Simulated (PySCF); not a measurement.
# C4H9FSi: the cost of one run

Programs: PySCF 2.14.0, with routines of our own; each step states its level. All values are computed. Atoms count from 0.

## 1. The starting structure

15 atoms, charge 0, multiplicity 1; geometry from: GFN2-xTB.

## 2. Magnetic properties: GIAO B3LYP/pcSseg-1

Job settings and geometry (Å):

```
{"job": {"kind": "mag", "xc": "B3LYP", "basis": "pcSseg-1", "isotopologues": 2}, "charge": 0, "multiplicity": 1}
C     -1.976167    -0.357503    -0.597399
C     -0.625656    -0.545305     0.046456
C     -0.234563     0.280684     1.226586
F     -1.112998     1.221669     1.685982
C      0.432606     0.526788    -0.090983
Si     2.250915     0.111410    -0.341670
H     -1.937591    -0.649689    -1.645453
H     -2.286729     0.682928    -0.535358
H     -2.724491    -0.968934    -0.095158
H     -0.282559    -1.574138     0.060460
H      0.303351    -0.150200     2.062300
H      0.078982     1.425352    -0.584549
H      3.067007     1.211993     0.170618
H      2.486612    -0.086020    -1.772489
H      2.556867    -1.121047     0.388745
```

Level: GIAO B3LYP/pcSseg-1 magnetisability, rotational g tensor and spin-rotation constants, non-relativistic, gas phase.

The run is started by

```sh
OMP_NUM_THREADS=1 python excited_run.py task.json out
```

One launch serves the whole session: the jobs run in the order shown.

Q: Estimate the wall time and peak memory of this first job on 1 thread of Intel Xeon 6975P-C, shared host.

About 14 s, with a peak of 0.76 GiB.
